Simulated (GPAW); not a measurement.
# CH3BF2 (SMILES BC(F)F) at LDA (PW92)/sz(dzp) (scalar-relativistic datasets)

Wanted: ionisation energies of CH3BF2. Input form: an ASE script.

Program for the calculation: GPAW 26.7.0.

3 further runs of the same task are left out: 3 set aside as unsound or not needed. Runs told in other sessions of the task aren't counted.

## 1. The system as given

CH3BF2: 7 atoms, total charge 0, spin state singlet. SMILES: `BC(F)F`. The coordinates come from a GFN2-xTB relaxation.

Bond lengths: B1–C2 1.584 Å, C2–F3 1.365 Å, C2–F4 1.365 Å, B1–H5 1.163 Å, B1–H6 1.162 Å, C2–H7 1.112 Å. Angles: B1–C2–F3 115.7°, B1–C2–F4 115.7°, F3–C2–F4 105.4°, B1–C2–H7 107.6°, F3–C2–H7 105.8°, F4–C2–H7 105.8°, C2–B1–H5 118.3°, C2–B1–H6 118.3°, H5–B1–H6 123.4°.

## 2. Ionisation energies at LDA (PW92)/sz(dzp) (scalar-relativistic datasets)

ch3bf2_ipea.py

```python
from ase import Atoms
from gpaw import GPAW

mol = Atoms('BCFFHHH',
    positions=[[ -0.508870,   0.814020,  -0.099110],
               [  0.332630,  -0.518720,   0.059890],
               [  0.600200,  -0.900960,   1.342620],
               [ -0.190530,  -1.624720,  -0.545440],
               [ -1.149090,   0.949330,  -1.060240],
               [ -0.406440,   1.631330,   0.721190],
               [  1.322090,  -0.350280,  -0.418890]])
mol.center(vacuum=4.5)

energies = {}
for name, charge, unpaired in [('neutral', 0, 0), ('oxidised', 1, 1)]:
    mol.set_initial_magnetic_moments([unpaired / len(mol)] * len(mol))
    calculator = GPAW(mode='lcao',
                      basis='sz(dzp)',
                      h=0.25,
                      xc='LDA',
                      charge=charge,
                      occupations={'name': 'fermi-dirac', 'width': 0.0, 'fixmagmom': unpaired > 0},
                      maxiter=100,
                      symmetry='off',
                      txt=f'{name}.txt')
    mol.calc = calculator
    energies[name] = mol.get_potential_energy()
    print(f'{name:10} {energies[name]:12.5f} eV')

ip = energies['oxidised'] - energies['neutral']
print(f'Vertical IP = {ip:.3f} eV')
```

Started as:

```bash
$ OMP_NUM_THREADS=1 python ch3bf2_ipea.py
```

What it wrote:

```text
neutral       -22.85037 eV
oxidised      -10.55063 eV
Vertical IP = 12.300 eV
```

neutral.txt, shortened:

```text
[...]
occupation numbers:
  # Zero width
[...]
xc functional:
  name: None
[...]
|iter     |     time |      energy | eigst |  dens |
[...]
|iter:   1| 00:00:02 |  -25.163775 |      c|       |
[...]
|iter:   8| 00:00:03 |  -22.850367c|      c| -4.54c|
Converged in 8 steps
[...]
Energy contributions relative to reference atoms: (reference = -7115.721281)
Energy contributions:
  Kinetic:          49.620282
  Coulomb:         -43.414766
  Zero:              2.538017
  External:          0.000000
  Xc:              -31.593899
  Entropy:           0.000000
  Spinorbit:         0.000000
  ----------------------------
  Free energy:     -22.850367
  Extrapolated:    -22.850367
dipole moment: (0.105920, 0.200664, -0.120993)  # |e|*Ang
Fermi level: -6.774
Eigenvalues  # (at kpt = [0.000, 0.000, 0.000])
| band index |      eig [eV] | occ [0-2] |
|------------|---------------|-----------|
|          0 |       -31.772 |     2.000 |
|        ... |               |           |
|          4 |       -13.940 |     2.000 |
|          5 |       -13.026 |     2.000 |
|          6 |       -12.727 |     2.000 |
[... 11 lines of this table left out ...]
|         18 |         8.115 |     0.000 |
Gap: 1.697 eV
Transition (v -> c):
[...]
timing:  # [seconds]
  Total: 2.555  # ━━━━━━━━━━━━━━━━━━━━━━━━━━━━━━━━━━━━━━━━━━━━━━━━━━━━━━━━━━━
  Init:  1.478  # ━━━━━━━━━━━━━━━━━━━━━━━━━━━━━━━━━━
  SCF:   1.015  # ━━━━━━━━━━━━━━━━━━━━━━━╸
Max RSS: 286.398  # MiB
```

oxidised.txt, shortened:

```text
[...]
|iter     |     time |      energy | eigst |  dens |  magmom |
[...]
|iter:   1| 00:00:01 |  -11.920718 |      c|       |  +0.9992|
[...]
|iter:  10| 00:00:04 |  -10.550633c|      c| -4.03c|  +0.9998|
Converged in 10 steps
[...]
Energy contributions relative to reference atoms: (reference = -7115.721281)
Energy contributions:
  Kinetic:          -3.169126
  Coulomb:           4.976436
  Zero:              2.409231
  External:          0.000000
  Xc:              -14.767174
  Entropy:           0.000000
  Spinorbit:         0.000000
  ----------------------------
  Free energy:     -10.550633
  Extrapolated:    -10.550633
dipole moment: (5.902122, 6.041420, 5.484655)  # |e|*Ang
Total magnetic moment: (0.000000, 0.000000, 0.999823)
Local magnetic moments
|        x |        y |        z |
|----------|----------|----------|
| 0.000000 | 0.000000 | 0.032481 |  # B    0
| 0.000000 | 0.000000 | 0.051519 |  # C    1
| 0.000000 | 0.000000 | 0.223880 |  # F    2
| 0.000000 | 0.000000 | 0.225091 |  # F    3
| 0.000000 | 0.000000 | 0.005057 |  # H    4
| 0.000000 | 0.000000 | 0.005177 |  # H    5
| 0.000000 | 0.000000 | 0.043974 |  # H    6
Fermi levels: -14.997, -17.229
Eigenvalues  # (at kpt = [0.000, 0.000, 0.000])
| band index |      eig [eV] | occ [0-1] |      eig [eV] | occ [0-1] |
|------------|---------------|-----------|---------------|-----------|
|          0 |       -41.932 |     1.000 |       -41.531 |     1.000 |
|        ... |               |           |               |           |
|          4 |       -23.334 |     1.000 |       -23.023 |     1.000 |
|          5 |       -22.629 |     1.000 |       -22.337 |     1.000 |
|          6 |       -20.509 |     1.000 |       -20.232 |     1.000 |
[... 11 lines of this table left out ...]
|         18 |         0.542 |     0.000 |         0.676 |     0.000 |
Gap: 3.701 eV
Transition (v -> c):
[...]
timing:  # [seconds]
  Total: 4.312  # ━━━━━━━━━━━━━━━━━━━━━━━━━━━━━━━━━━━━━━━━━━━━━━━━━━━━━━━━━━━
  Init:  1.859  # ━━━━━━━━━━━━━━━━━━━━━━━━━╸
  SCF:   2.429  # ━━━━━━━━━━━━━━━━━━━━━━━━━━━━━━━━━
Max RSS: 426.855  # MiB
```

It took 7.5 s on 1 thread of Arm Neoverse V1, shared host; peak memory 0.42 GiB.

## 3. Results

At LDA (PW92)/sz(dzp) (scalar-relativistic datasets):

```
               quantity     value
first ionisation energy  12.30 eV
```
